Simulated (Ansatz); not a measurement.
# Si2Sn: the band gap up the ladder of functionals

The task here is to estimate one member of a computed series from the others.

Program: Ansatz 0.2.0. PAW datasets, plane waves. These are computed values for a spin-unpolarised cell that may be hypothetical; none is a measurement.

### Starting point

The cell was relaxed beforehand with r2SCAN.

It is trigonal, P-3m1 (No. 164); a = 4.120 Å, c = 10.085 Å in the conventional setting, 24.71 Å³ an atom. Near Si stand 4 Si at 2.35–2.48 Å; near Si stand 1 Si at 2.35 Å and 3 Sn at 2.55 Å; near Sn stand 3 Si at 2.55 Å and 1 Sn at 2.82 Å.

Coordinates:

```
CELL_PARAMETERS angstrom
4.12036 0.00000 0.00000
-2.06018 3.56833 0.00000
0.00000 0.00000 10.08452
ATOMIC_POSITIONS crystal
Si 0.66667 0.33333 0.53494
Si 0.33333 0.66667 0.23219
Sn 0.00000 0.00000 0.86006
Si 0.33333 0.66667 0.46506
Sn 0.00000 0.00000 0.13994
Si 0.66667 0.33333 0.76781
```

The first run:

input.yaml

```yaml
crystal:
  lattice:
    - [4.1203578646, 0.0, 0.0]
    - [-2.0601789323, 3.5683345834, 0.0]
    - [0.0, 0.0, 10.0845197717]
  atoms:
    - { symbol: Si, position: [0.6666666667, 0.3333333333, 0.5349449452] }
    - { symbol: Si, position: [0.3333333333, 0.6666666667, 0.2321867285] }
    - { symbol: Sn, position: [0.0, 0.0, 0.8600594906] }
    - { symbol: Si, position: [0.3333333333, 0.6666666667, 0.4650550548] }
    - { symbol: Sn, position: [0.0, 0.0, 0.1399405094] }
    - { symbol: Si, position: [0.6666666667, 0.3333333333, 0.7678132715] }
kpoints:
  mp_grid: { grid: [12, 12, 4] }
  band_path:
    path:
      - [[0.0, 0.0, 0.0], [0.5, 1.280443998179e-17, -5.614325596123e-18], [0.3333333333333, 0.3333333333333, -4.812279082391e-18], [0.0, 0.0, 0.0], [2.236718048905e-35, -2.798394183428e-35, 0.5], [0.5, 1.290475881051e-17, 0.5], [0.3333333333333, 0.3333333333333, 0.5], [2.236718048905e-35, -2.798394183428e-35, 0.5]]
      - [[0.5, 1.290475881051e-17, 0.5], [0.5, 1.280443998179e-17, -5.614325596123e-18]]
      - [[0.3333333333333, 0.3333333333333, 0.5], [0.3333333333333, 0.3333333333333, -4.812279082391e-18]]
    npoints: 10
hamiltonian:
  xc: pbe
scf:
  occupations: { method: fermi_dirac, width: 0.02 }
  n_extra_bands: 5
output:
  forces: true
  stress: true
  eigenvalues: true
  write_density: true
  write_potential: true
  elf: true
  volumetric_format: npy
```

Launch:

```bash
ansatz run input.yaml --threads 4 --pin off --max-ram 6451MiB --backend cpu --events-out ev --progress --plain --runs-dir out
```

Steps of the session up to this table: PBE bands along the symmetry lines; r2SCAN at the same geometry; Single point with HSE06; Single point with PBE+SOC.

One table of the session follows, with a row left open; its other results are not shown here.

| level | gap (eV) |
| --- | --- |
| PBE | 0.07 |
| r2SCAN | 0.31 |
| HSE06 | 0.62 |
| PBE+SOC | ? |

**Question.** Estimate the row for PBE+SOC.

The run gave: gap (eV): 0.02. In the column «gap (eV)» it is the lowest.

Meshes: PBE 12×12×4, r2SCAN 12×12×4, HSE06 6×6×2, PBE+SOC 12×12×4

PBE+SOC gives the least gap, 0.02 eV, and HSE06 the largest, 0.62 eV. Against HSE06, PBE is short by 0.55 eV, at 11 % of it, and r2SCAN 50 %.

Limits of these values: Warnings in the runs' records: stress exchange threshold loose, stress scf threshold loose.
